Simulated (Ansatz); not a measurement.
# C₂F₂GeN₂O₂: small, medium and large basis sets

One table from this session's results is given with a row withheld; the runs are named, their logs left out.

Program: Ansatz 0.2.0, Gaussian basis. Level of theory: one geometry, several basis sets. These are calculated values, not measurements.

Plan: PBE0-D4/def2-SVP; ωB97M-V/def2-SVP; PBE0-D4/def2-QZVPP; ωB97M-V/def2-QZVPP; the functionals' def2-TZVPP values are taken from earlier runs.

## The geometry

An earlier PBE0-D4 in a triple-zeta def2 set relaxation fixed the geometry.

SMILES `O=C=[N][Ge]([F])([F])[N]=C=O`, 9 atoms, charge 0, spin multiplicity 1.

Atoms are counted from 1 here; the program's logs count them from 0.

Bond lengths: O1–C2 1.156 Å, C2–N3 1.209 Å, N3–Ge4 1.788 Å, Ge4–F5 1.704 Å, Ge4–F6 1.704 Å, Ge4–N7 1.780 Å, N7–C8 1.207 Å, C8–O9 1.157 Å. Angles: O1–C2–N3 175.6°, C2–N3–Ge4 137.0°, N3–Ge4–F5 110.4°, N3–Ge4–F6 110.4°, N3–Ge4–N7 111.9°, F5–Ge4–F6 106.0°, F5–Ge4–N7 108.9°, F6–Ge4–N7 109.0°, Ge4–N7–C8 137.3°, N7–C8–O9 175.7°.

Set-up of the first run:

Input file in.yaml:

```yaml
crystal:
  periodic: [false, false, false]
  atoms:
    - {symbol: O, position_ang: [-0.772644, 1.019433, -3.297263]}
    - {symbol: C, position_ang: [-0.524256, 0.613188, -2.243667]}
    - {symbol: N, position_ang: [-0.271843, 0.102248, -1.177838]}
    - {symbol: Ge, position_ang: [0.105379, 0.654073, 0.480293]}
    - {symbol: F, position_ang: [-1.170147, 1.601519, 1.095393]}
    - {symbol: F, position_ang: [1.479032, 1.662139, 0.472902]}
    - {symbol: N, position_ang: [0.395923, -0.710702, 1.585206]}
    - {symbol: C, position_ang: [0.407939, -1.916059, 1.522142]}
    - {symbol: O, position_ang: [0.439216, -3.072139, 1.545632]}
basis:
  gaussian: {orbitals: def2-SVP}
hamiltonian: {xc: pbe0, dispersion: d4}
output: {orbitals: {seedname: orbitals}}
```

On the command line:

```bash
$ ansatz run in.yaml --threads 4 --pin off --events-out ev --progress --plain --max-ram 11315MiB
```

Steps of the session up to this table: PBE0-D4 in def2-SVP; ωB97M-V in def2-SVP; PBE0-D4 in def2-QZVPP; ωB97M-V in def2-QZVPP.

One table of the session follows, with a row left open; its other results are not shown here.

It belongs to the step «Functionals by basis». 

| functional | basis | HOMO (eV) |
| --- | --- | --- |
| PBE0-D4 | def2-SVP | ? |
| PBE0-D4 | def2-TZVPP | -9.69 |
| PBE0-D4 | def2-QZVPP | -9.72 |
| ωB97M-V | def2-SVP | -11.82 |
| ωB97M-V | def2-TZVPP | -11.94 |
| ωB97M-V | def2-QZVPP | -11.98 |

**Question.** Estimate the row for PBE0-D4, def2-SVP.

The run gave: HOMO (eV): -9.62. In the column «HOMO (eV)» it is the highest.
